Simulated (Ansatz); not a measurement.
# Sn: a tetragonal deformation path

The task here is to estimate one member of a computed series from the others.

Program: Ansatz 0.2.0. Level of theory: DFT PBE, scalar-relativistic, plane waves, PAW. These are calculated values, not measurements.

## The system as given

The structure is tetragonal, space group I4_1/amd (No. 141). The conventional cell has a = 5.880 Å, b = 5.880 Å, c = 3.199 Å, α = 90.00°, β = 90.00°, γ = 90.00°. Sn (site symmetry -4m2) has 6 Sn at 3.05 to 3.20 Å in its first shell of neighbours.

Coordinates:

```cif
data_structure
_symmetry_space_group_name_H-M 'I4_1/amd:1'
_symmetry_Int_Tables_number 141
_cell_length_a 5.8803
_cell_length_b 5.8803
_cell_length_c 3.1986
_cell_angle_alpha 90.000
_cell_angle_beta 90.000
_cell_angle_gamma 90.000
_cell_volume 110.60
loop_
_atom_site_label
_atom_site_type_symbol
_atom_site_symmetry_multiplicity
_atom_site_Wyckoff_symbol
_atom_site_fract_x
_atom_site_fract_y
_atom_site_fract_z
_atom_site_occupancy
Sn1 Sn 4 a 0.00000 0.50000 0.25000 1
```

It goes back to an entry of the Materials Project.

No relaxation comes first: the listed cell is the starting point.

## The reference cell

Reference values: F = -12048.3406 eV; pressure 1.37 GPa; largest force 0.000 eV/Å; gap on the mesh none (metal). It was computed beforehand with the settings of the runs below.

The first run:

At fixed volume and fractional coordinates, lengths along (0.000, 0.000, 1.000) are scaled against those across it; ρ is that ratio over its starting value.

input.yaml reads:

```yaml
crystal:
  lattice:
    - [-3.1038098185, 3.1038098185, 1.4350810438]
    - [3.1038098185, -3.1038098185, 1.4350810438]
    - [3.1038098185, 3.1038098185, -1.4350810438]
  atoms:
    - { symbol: Sn, position: [0.75, 0.25, 0.5] }
    - { symbol: Sn, position: [0.0, 0.0, 0.0] }
basis:
  ecutwfc: 420
kpoints:
  mp_grid: { grid: [18, 18, 18] }
hamiltonian:
  xc: pbe
scf:
  occupations: { method: gaussian, width: 0.15 }
output:
  forces: true
  stress: true
  eigenvalues: true
```

Launch:

```sh
> ansatz run input.yaml --threads 1 --pin off --max-ram 2560MiB --backend cpu --events-out ev --progress --plain --runs-dir out
```

Among the steps run: Point ρ = 0.850; At ρ = 1.200; Point ρ = 0.920; ρ = 1.100; Point ρ = 0.960; ρ = 1.050; At ρ = 0.800; At ρ = 1.300.

One of the session's tables, all rows but one given; the rest of the session is left out.

Collected from the runs (energy zero: the undisturbed cell):

```
    ρ  ΔE (meV/atom)  pressure (GPa)
0.800          244.4             6.1
0.850          116.6             3.6
0.920           23.0             1.8
0.960              ?               ?
1.000            0.0             1.4
1.050            9.1             1.6
1.100           30.8             2.1
1.200           94.6             3.8
1.300          169.9             5.7
```

Q: Estimate the row for ρ = 0.960 from the others.

Worked estimate for «ΔE (meV/atom)». A straight line through the neighbours (0.920, 23.0) and (1.000, 0.0) gives 23.0 + (0.0 − 23.0) × (0.960 − 0.920) / (1.000 − 0.920) = 11.5; a parabola fitted to 4 rows on both sides gives 2.0.

**Answer.** ΔE (meV/atom): 5.0; pressure (GPa): 1.5. In «ΔE (meV/atom)» the line misses by +6.5 and the parabola by -3.0.
